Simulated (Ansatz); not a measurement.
Crystal: Ag3F.

```xyz
4
Lattice="0.0000 3.2161 3.2161 3.2161 0.0000 3.2161 3.2161 3.2161 0.0000" Properties=species:S:1:pos:R:3 pbc="T T T"
Ag    1.6080    1.6080    1.6080
Ag    4.8241    4.8241    4.8241
Ag    3.2161    3.2161    3.2161
F     0.0000    0.0000    0.0000
```

The cell was built by a generator and needn't be a form met in nature.

| Quantity | Value |
| --- | --- |
| Program | Ansatz 0.2.0 |
| Task | relaxation of cell and atoms |
| Functional | BLYP |
| Dispersion | D3(BJ) |
| Potentials or basis | Ansatz PAW |
| Cutoff | 420 eV (not typed: the program's choice for these potentials) |
| k mesh | 5 × 5 × 5 |
| Occupations | fermi-dirac, width 0.05 eV |
| Spin | no spin polarisation |

At the start: volume 16.63 Å³/atom.

**Question.** How do energy, volume and symmetry change on relaxing?

**Answer.** It ends after 7 steps and the volume is 15.89 Å³/atom (-4.4 %); space group Fm-3m (No. 225, to 0.05 Å).

Step by step:
```
step  energy change (eV)  largest force (eV/Å)  volume (Å³)
   1              0.0000                0.0000        66.53
   2             -0.0226                0.0000        61.66
   3             -0.0369                0.0000        63.88
   4             -0.0375                0.0000        63.64
   5             -0.0336                0.0000        63.64
   6             -0.0337                0.0000        63.57
   7             -0.0336                0.0000        63.57
```

Final structure:
```
Ag F
1.0
     0.00000    3.16772    3.16772
     3.16772    0.00000    3.16772
     3.16772    3.16772    0.00000
Ag F
3 1
Direct
  0.25000 0.25000 0.25000
  0.75000 0.75000 0.75000
  0.50000 0.50000 0.50000
  0.00000 0.00000 0.00000
```

Caveat: the plane-wave basis is chosen anew once the cell has moved, so the energies of steps on either side of that aren't comparable; pairwise dispersion overbinds metals, which lowers pressure and volume; the PAW data sets come from PBE, with cores solved anew for the run's functional, which leaves a small shift of forces and pressure.
